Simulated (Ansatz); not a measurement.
# MoW7: the cost of one run

Computed with Ansatz 0.2.0 (DFT PBE, scalar-relativistic, plane waves, PAW, unless a step names another level, unless a step's input says otherwise).

3 further runs of the same task are left out: 2 that didn't finish, 1 set aside as unsound or not needed.

**1. Starting point**

It takes space group Im-3m (No. 229, cubic). The conventional cell has a = 6.360 Å, b = 6.360 Å, c = 6.360 Å, α = 90.00°, β = 90.00°, γ = 90.00°. Around Mo (site symmetry m-3m) lie 8 W at 2.75 Å. W (site symmetry 4/mmm) has 8 W at 2.75 Å as nearest neighbours. Around W (site symmetry -3m) lie 2 Mo at 2.75 Å and 6 W at 2.75 Å.

Coordinates:

```
Mo W
1.0
    -3.18010    3.18010    3.18010
     3.18010   -3.18010    3.18010
     3.18010    3.18010   -3.18010
Mo W
1 7
Direct
  0.00000 0.00000 0.00000
  0.50000 0.00000 0.50000
  0.50000 0.50000 0.50000
  0.00000 0.50000 0.50000
  0.00000 0.50000 0.00000
  0.50000 0.50000 0.00000
  0.50000 0.00000 0.00000
  0.00000 0.00000 0.50000
```

It came out lowest among 18 distinct ends of the trial cells. At a tolerance of 0.05 Å it has space group Im-3m (No. 229).

**2. A stricter relaxation, on the response runs' mesh and smearing**

File input.yaml:

```yaml
crystal:
  lattice:
    - [-3.1801028217, 3.1801028217, 3.1801028217]
    - [3.1801028217, -3.1801028217, 3.1801028217]
    - [3.1801028217, 3.1801028217, -3.1801028217]
  atoms:
    - { symbol: Mo, position: [0.0, 0.0, 0.0] }
    - { symbol: W, position: [0.5, 0.0, 0.5] }
    - { symbol: W, position: [0.5, 0.5, 0.5] }
    - { symbol: W, position: [0.0, 0.5, 0.5] }
    - { symbol: W, position: [0.0, 0.5, 0.0] }
    - { symbol: W, position: [0.5, 0.5, 0.0] }
    - { symbol: W, position: [0.5, 0.0, 0.0] }
    - { symbol: W, position: [0.0, 0.0, 0.5] }
basis:
  ecutwfc: 420
kpoints:
  mp_grid: { grid: [8, 8, 8] }
hamiltonian:
  xc: pbe
scf:
  occupations: { method: gaussian, width: 0.1 }
output:
  forces: true
  stress: true
  eigenvalues: true
relax:
  adjacent_minimum: "off"
  f_tol: 0.001
  max_steps: 60
  cell: { stress_tol: 0.01 }
```

Command:

```console
> ansatz run input.yaml --threads 3 --pin off --max-ram 7680MiB --backend cpu --events-out ev --progress --plain --runs-dir out
```

Q: Estimate wall time and peak memory on 3 threads of AMD EPYC 7R43 (Zen 3), shared host.

About 22 s, with a peak of 0.64 GiB.
